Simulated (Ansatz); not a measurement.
# NbAl2N3: the cost of one run

Method: DFT PBE, scalar-relativistic, plane waves, PAW, unless a step names another level, in Ansatz 0.2.0.

7 further runs of the same task are left out: 7 set aside as unsound or not needed.

### 1 Plan

Pauling electronegativities: Nb 1.60, Al 1.61, N 3.04 (spread 1.44). The formula balances with common oxidation states: Al +3, Nb +3, N -3. Tabulated atomic sizes suggest about 12 Å³/atom. 38 candidates were drawn, by swapping species into database cells of other compounds, at random by space group and Wyckoff sites, or by hand, as the table says:

| name | made from | space group no. | Wyckoff sites | atoms (primitive cell) | V (Å³/atom) |
| --- | --- | --- | --- | --- | --- |
| c01 | database cell of CeGa2Cu3 | 65 | Al 4f; Nb 2b; N 4i, 2d | 6 | 11.9 |
| c02 | database cell of Er2CuSi3 | 44 | Al 2b, 2a; Nb 2b; N 2a, 2b, 2a | 6 | 13.2 |
| c03 | database cell of Ce2MnN3 | 71 | Al 4i; Nb 2a; N 2d, 4i | 6 | 10.6 |
| c04 | random | 35 | Al 4e; Nb 2b; N 2b, 2b, 2a | 6 | 13.1 |
| c05 | built by hand: Layered intergrowth, octahedral Nb | 164 | Al 2d; Nb 1a; N 2d, 1b | 6 | 11.2 |
| c06 | database cell of Ba2H3I | 164 | Al 2d; Nb 1a; N 2d, 1b | 6 | 13.2 |
| c07 | database cell of Ce2CuSi3 | 187 | Al 2h; Nb 1f; N 1e, 1b, 1a | 6 | 12.7 |
| c08 | database cell of Ce2CuGe3 | 187 | Al 2i; Nb 1a; N 1b, 1c, 1d | 6 | 12.5 |
| c09 | random | 164 | Al 2d; Nb 1b; N 2d, 1a | 6 | 15.4 |
| c10 | random | 65 | Al 4f; Nb 2c; N 4h, 2b | 6 | 13.5 |
| c11 | random | 35 | Al 2b, 2a; Nb 2b; N 4c, 2a | 6 | 15.4 |
| c12 | built by hand: Layered 1:2 ordered rocksalt along 111 | 164 | Al 2d; Nb 1a; N 2d, 1b | 6 | 11.2 |
| c13 | database cell of CePt2Au3 | 44 | Al 4d; Nb 2a; N 4c, 2b | 6 | 12.2 |
| c14 | random | 65 | Al 4k; Nb 2b; N 4k, 2c | 6 | 12.4 |
| c15 | random | 69 | Al 8c; Nb 4b; N 8h, 4a | 6 | 14.3 |
| c16 | database cell of YbB2Rh3 | 191 | Al 2d; Nb 1b; N 3f | 6 | 12.9 |
| c17 | random | 12 | Al 4g; Nb 2d; N 4e, 2b | 6 | 15.6 |
| c18 | database cell of Fe2AsS3 | 6 | Al 1b, 1a; Nb 1b; N 1b, 1a, 1a | 6 | 10.6 |
| c19 | random | 139 | Al 4e; Nb 2a; N 2b, 4c | 6 | 16.1 |
| c20 | random | 38 | Al 4d; Nb 2b; N 4e, 2b | 6 | 15.2 |
| c21 | database cell of Ce2Ge3Rh | 25 | Al 1b, 1a; Nb 1d; N 1c, 1c, 1d | 6 | 12.6 |
| c22 | random | 12 | Al 4f; Nb 2a; N 4e, 2b | 6 | 13.5 |
| c23 | random | 157 | Al 2b; Nb 1a; N 3c | 6 | 14.8 |
| c24 | random | 2 | Al 1e, 1g; Nb 1b; N 2i, 1f | 6 | 15.1 |
| c25 | random | 191 | Al 2e; Nb 1a; N 3g | 6 | 12.8 |
| c26 | random | 191 | Al 2c; Nb 1b; N 3f | 6 | 16.1 |
| c27 | random | 191 | Al 2d; Nb 1a; N 2c, 1b | 6 | 12.7 |
| c28 | database cell of Li2HfO3 | 12 | Al 4i; Nb 2a; N 4i, 2b | 6 | 12.2 |
| c29 | built by hand: Layered intergrowth, trigonal-prismatic Nb | 187 | Al 2h; Nb 1a; N 2h, 1b | 6 | 11.2 |
| c30 | random | 71 | Al 4f; Nb 2d; N 4j, 2b | 6 | 16.1 |
| c31 | database cell of NaH2Pd3 | 65 | Al 4i; Nb 2b; N 2a, 4f | 6 | 11.1 |
| c32 | random | 2 | Al 2i; Nb 1f; N 1h, 1d, 1a | 6 | 14.7 |
| c33 | built by hand: MoPt2-ordered rocksalt | 71 | Al 4i; Nb 2a; N 4j, 2d | 6 | 11.2 |
| c34 | built by hand: Li2SiO3-type ordered wurtzite | 36 | Al 8b; Nb 4a; N 8b, 4a | 12 | 11.8 |
| c35 | database cell of DySi2Rh3 | 191 | Al 2c; Nb 1a; N 3g | 6 | 12.4 |
| c36 | random | 38 | Al 4e; Nb 2b; N 4c, 2a | 6 | 15.4 |
| c37 | database cell of Hf2GaSb3 | 115 | Al 2g; Nb 1b; N 2g, 1a | 6 | 11.7 |
| c38 | random | 166 | Al 6c; Nb 3a; N 9d | 6 | 13.4 |

### 2 Screening run of c05

Input file input.yaml:

```yaml
crystal:
  lattice:
    - [3.12562908, 0.0, 0.0]
    - [-1.56281454, 2.70687419, 0.0]
    - [0.0, 0.0, 7.91425312]
  atoms:
    - { symbol: Al, position: [0.33333333, 0.66666667, 0.392] }
    - { symbol: Al, position: [0.66666667, 0.33333333, 0.608] }
    - { symbol: Nb, position: [0.0, 0.0, 0.0] }
    - { symbol: "N", position: [0.33333333, 0.66666667, 0.152] }
    - { symbol: "N", position: [0.66666667, 0.33333333, 0.848] }
    - { symbol: "N", position: [0.0, 0.0, 0.5] }
basis:
  ecutwfc: 420
kpoints:
  mp_grid: { grid: [4, 4, 2] }
hamiltonian:
  xc: pbe
scf:
  occupations: { method: gaussian, width: 0.15 }
  lower_state_search: "off"
output:
  forces: true
  stress: true
  eigenvalues: true
relax:
  adjacent_minimum: "off"
  f_tol: 0.08
  max_steps: 16
  cell: { stress_tol: 0.8 }
```

The run is started by

```bash
> ansatz run input.yaml --threads 1 --pin off --max-ram 2560MiB --backend cpu --events-out ev --progress --plain --runs-dir out
```

**Question.** How long does this run take on 1 thread of AMD EPYC (Zen 3), shared host, and how much memory does it need?

About 10 s, with a peak of 0.36 GiB.
